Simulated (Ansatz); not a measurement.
Wanted: the native input for an Ansatz 0.2.0 run.

- Task: single point
- Functional: PBE
- Potentials or basis: all-electron LAPW, scalar-relativistic
- Cutoff: 300 eV (chosen from the basis error)
- Basis error allowed: 0.001 eV/atom
- k mesh: 8 × 8 × 8
- Occupations: gaussian, width 0.02 eV
- Spin: no spin polarisation

Crystal: GaGe.

```xyz
2
Lattice="0.0000 2.8978 2.8978 2.8978 0.0000 2.8978 2.8978 2.8978 0.0000" Properties=species:S:1:pos:R:3 pbc="T T T"
Ge    0.0000    0.0000    0.0000
Ga    1.4489    1.4489    1.4489
```

The cell comes from a database or a generator and needn't be the stable form of this composition.

One way to write it, as run:

input.yaml

```yaml
crystal:
  lattice:
    - [0.0, 2.897844, 2.897844]
    - [2.897844, 0.0, 2.897844]
    - [2.897844, 2.897844, 0.0]
  atoms:
    - { symbol: Ge, position: [0.0, 0.0, 0.0] }
    - { symbol: Ga, position: [0.25, 0.25, 0.25] }
kpoints:
  mp_grid: { grid: [8, 8, 8] }
scf:
  occupations: { method: gaussian, width: 0.02 }
hamiltonian:
  xc: pbe
  pseudopotentials: { kind: all_electron, lapw: { basis_error: 0.001 } }
output:
  forces: true
  stress: true
  eigenvalues: true
```

Potentials or basis: all-electron LAPW, scalar-relativistic.

Launch:

```bash
$ ansatz run input.yaml --threads 1 --pin off --max-ram 3072MiB --backend cpu --events-out ev --progress --plain --runs-dir out
```

Results of the run:

* Pressure: 0.2 GPa
* Band gap on the k mesh: none (metal or under the smearing width)

It took 19 s on 1 thread of Intel(R) Xeon(R) Platinum 8259CL CPU @ 2.50GHz (Skylake/Cascade Lake), with other jobs on the host, peak memory 0.35 GiB.
